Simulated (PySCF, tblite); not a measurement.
# C₇H₁₂NPSi: geometry, infrared bands and NMR shifts

Wanted: the infrared bands and NMR shifts of C₇H₁₂NPSi (`CN([SiH2]P)c1ccccc1`), by calculation.

Programs: tblite 0.8.0 and PySCF 2.14.0, with density-fitted response routines of our own. Each step states its level of theory. These are calculated values for one molecule in the gas phase, unless marked as measured. Atoms are numbered from 0 throughout.

**1. Starting geometry**

22 atoms, charge 0, multiplicity 1; geometry from: force field or distance geometry start.

Bonds of the start (Å): C0–N1 1.45, N1–Si2 1.79, Si2–P3 2.17, N1–C4 1.43, C4–C5 1.38, C5–C6 1.39, C6–C7 1.39, C7–C8 1.39, C8–C9 1.39, C9–C4 1.39, C0–H10 1.08, C0–H11 1.13, C0–H12 1.13, Si2–H13 1.48, Si2–H14 1.45, P3–H15 1.47, P3–H16 1.43, C5–H17 1.08, C6–H18 1.10, C7–H19 1.08, C8–H20 1.07, C9–H21 1.08.

**2. Optimising the geometry with GFN2-xTB**

Job settings and geometry (Å):

```
{"job": {"kind": "relax", "xc": "GFN2-xTB", "basis": "xTB"}, "charge": 0, "multiplicity": 1}
C     -1.320700     1.864000     0.721900
N     -0.901100     0.708100    -0.040400
Si    -2.171800    -0.161000    -0.951500
P     -3.039600    -1.785400     0.201000
C      0.459800     0.271800    -0.028500
C      1.418100     0.964000     0.687600
C      2.744600     0.565300     0.693200
C      3.154900    -0.548700    -0.023700
C      2.211000    -1.258700    -0.756500
C      0.885900    -0.839600    -0.748300
H     -0.599600     2.671500     0.737900
H     -1.681100     1.580300     1.754200
H     -2.262900     2.267800     0.249000
H     -3.256300     0.751400    -1.361300
H     -1.533700    -0.686300    -2.147700
H     -2.533900    -1.870800     1.578700
H     -3.112000    -3.052700    -0.461300
H      1.185300     1.836500     1.279100
H      3.488700     1.120000     1.279500
H      4.198300    -0.833400     0.010300
H      2.462100    -2.124000    -1.335300
H      0.193600    -1.420700    -1.338600
```

On the command line:

```
OMP_NUM_THREADS=1 python probes_run.py task.json out
```

One launch serves the whole session: the jobs run in the order shown.

**Question.** This job is followed by: GFN2-xTB harmonic vibrations, gas phase; GIAO PBE0/pcSseg-1 NMR shielding, non-relativistic, gas phase. Predict these results of the whole session: strongest single infrared mode (GFN2-xTB); zero-point energy (GFN2-xTB); 13C shifts against TMS (PBE0/pcSseg-1, means over atoms taken as alike); 1H shifts against TMS (PBE0/pcSseg-1, means over atoms taken as alike); 15N shifts against NH3 (PBE0/pcSseg-1); 29Si shifts against TMS (PBE0/pcSseg-1); 31P shifts against H3PO4 (PBE0/pcSseg-1).

As calculated:

```
                                                               quantity                                   value
                              strongest single infrared mode (GFN2-xTB)                   2140 cm⁻¹, 292 km/mol
                                           zero-point energy (GFN2-xTB)                          104.0 kcal/mol
13C shifts against TMS (PBE0/pcSseg-1, means over atoms taken as alike)    155.1, 134.5, 124.7, 123.6, 38.9 ppm
 1H shifts against TMS (PBE0/pcSseg-1, means over atoms taken as alike)  7.52, 7.13, 6.66, 5.47, 3.09, 1.21 ppm
                                 15N shifts against NH3 (PBE0/pcSseg-1)                                55.9 ppm
                                29Si shifts against TMS (PBE0/pcSseg-1)                               -32.5 ppm
                               31P shifts against H3PO4 (PBE0/pcSseg-1)                              -297.8 ppm
```

In words: The optimisation took 281 steps and gained 1.258 eV; among the close pairs (by a distance rule), P3–H15 changed most, from 1.470 to 1.383 Å. No mode is imaginary among the 60: a minimum at this level. The strongest single mode, at 2140 cm⁻¹, moves mainly H14. Unscaled tight-binding wavenumbers are off by several per cent, some by more. Its intensities can rank the bands wrongly. At PBE0/pcSseg-1: The widest tensor belongs to C6, C8: span 235 ppm, with a paramagnetic part of -200 ppm. NICS(1)zz of -26 ppm above the planar ring from C4 marks a diatropic (aromatic) ring current.
